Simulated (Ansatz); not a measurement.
# CH4Ge (triplet): from Hartree-Fock to the top rungs, cc-pVTZ

The task here is to estimate one member of a computed series from the others.

Computed with Ansatz 0.2.0, Gaussian basis. Level: cc-pVTZ, core rule «outside noble gas», up to 15 orbitals frozen.

The runs, in order: UHF; CCSD(T) on ROHF; CCSD(T) on UHF; BCCD(T) on ROHF; CCSDT(Q) on ROHF; CCSDT(Q) on UHF.

4 further runs of the same task are left out: 4 set aside as unsound or not needed.

**The system**

The geometry is a PBE0/def2-TZVP stationary point (not a proven minimum). No spin-orbit coupling is included. The filled d shell of Ge may be among the frozen orbitals whatever the setting's name suggests; the logs give the count.

6 atoms, charge 0, spin multiplicity 3.

Atoms are counted from 1 here; the program's logs count them from 0.

Bond lengths: Ge1–C2 1.900 Å, Ge1–H3 1.541 Å, Ge1–H4 1.538 Å, Ge1–H5 1.538 Å, C2–H6 1.082 Å. Angles: C2–Ge1–H3 109.8°, C2–Ge1–H4 109.6°, C2–Ge1–H5 109.6°, H3–Ge1–H4 109.4°, H3–Ge1–H5 109.4°, H4–Ge1–H5 109.0°, Ge1–C2–H6 147.0°.

The first run:

The input, in.yaml:

```yaml
crystal:
  periodic: [false, false, false]
  atoms:
    - {symbol: Ge, position_ang: [0.000000, 0.010692, 0.271396]}
    - {symbol: C, position_ang: [0.000000, -0.110084, -1.624423]}
    - {symbol: H, position_ang: [0.000001, 1.490409, 0.700986]}
    - {symbol: H, position_ang: [1.251558, -0.684470, 0.832348]}
    - {symbol: H, position_ang: [-1.251558, -0.684469, 0.832348]}
    - {symbol: H, position_ang: [0.000000, 0.419749, -2.567788]}
basis:
  gaussian: {orbitals: cc-pVTZ}
magnetization: {spin_polarized: true, initial_magnetization: 2}
hamiltonian: {xc: hf}
output: {orbitals: {seedname: orbitals}}
```

Launch:

```bash
> ansatz run in.yaml --threads 1 --pin off --events-out ev --progress --plain --max-ram 4096MiB --backend cpu
```

Among the steps run: UHF; CCSD(T) on ROHF; CCSD(T) on UHF; BCCD(T) on ROHF; CCSDT(Q) on ROHF; CCSDT(Q) on UHF.

One of the session's tables, all rows but one given; the rest of the session is left out.

| method | from UCCSDT(Q) (kcal/mol) |
| --- | --- |
| ROHF | +181.19 |
| UHF | +176.34 |
| RMP2 | ? |
| UMP2 | +30.75 |
| RCCSD | +6.12 |
| UCCSD | +5.99 |
| RCCSD(T) | +0.95 |
| UCCSD(T) | +0.92 |
| BCCD(T) | +0.93 |
| RCCSDT | +0.22 |
| UCCSDT | +0.18 |
| RCCSDT(Q) | +0.05 |
| UCCSDT(Q) | 0 |

**Question.** Estimate the row for RMP2.

As computed: from UCCSDT(Q) (kcal/mol): +30.64. In the column «from UCCSDT(Q) (kcal/mol)» it lies between RCCSD (+6.12) and UMP2 (+30.75).

With the free atoms at the same levels and basis (separate runs), the atomisation energy is 15.896 eV at UCCSDT(Q), 15.896 eV at RCCSD(T), 15.884 eV at UCCSD(T), 12.551 eV at ROHF.

Caveats from the session: Restricted and unrestricted rows rest on different reference determinants; where their highest levels disagree by more than a few hundredths of an eV, they describe different states and don't form one ladder.
